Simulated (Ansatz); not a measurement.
FGaH2O, SMILES [OH][GaH][F], an active-space calculation

Computed with the Python package of Ansatz (0.2.0).

Run as a notebook:

In [1]:
```python
import ansatz as az
```

In [2]:
```python
config = {
    "basis": "def2-SVP",
}
```

In [3]:
```python
geometry_ang = [
    ("O", [-0.778, -0.9891, -0.4955]),
    ("Ga", [0.6292, 0.3169, -0.048]),
    ("F", [0.0186, 1.7605, -0.7455]),
    ("H", [-1.2646, -0.8085, 0.3273]),
    ("H", [1.4448, -0.3535, 0.9204]),
]
mol = az.Crystal.molecule()
for symbol, xyz in geometry_ang:
    mol = mol.atom(symbol, xyz)
```

In [4]:
```python
calc = mol.calculation()
calc = calc.basis(gaussian=config["basis"])
calc = calc.correlation(active_electrons=4, active_orbitals=4)
for method in ["sc_nevpt2"]:
    data = (calc if method is None else calc.correlation(method)).run().report
    space = data["configurations"]
    state = space["states"][0]
    print(method or "casscf", f"total {data['free_energy_ev'] / 27.211386246:.6f} Ha, active-space state {state['energy']['hartree']:.6f} Ha, mean field {data['reference_energy_ev'] / 27.211386246:.6f} Ha")
    print("  determinants", state["n_determinants"], " natural occupations", [round(n, 3) for n in space["natural_occupations"]])
```
```text
Warning: the results are in doubt because another end's mean lies 0.576 eV lower, and its corrected mean 0.168 eV higher
RunWarning: the results are in doubt because another end's mean lies 0.576 eV lower, and its corrected mean 0.168 eV higher
sc_nevpt2 total -2098.934388 Ha, active-space state -2098.376371 Ha, mean field -2098.341884 Ha
  determinants 36  natural occupations [1.98, 1.971, 0.03, 0.019]
```

Total energies depend on the basis set; only differences at equal settings carry meaning. Warnings are shown shortened and without file and line. The geometry is a force-field or estimated start, not a minimum of this method, and the basis set is short of its limit. The active space starts as a window about the frontier orbitals and is then optimised, not chosen by chemistry. A lower CASSCF solution was found and passed over, so the printed active-space state isn't the lowest. It ran for 10 s on 1 thread of Arm Neoverse V2, with other jobs on the host, peak memory 0.21 GiB.

(Lines on the test bed's own set-up are left out of the output.)
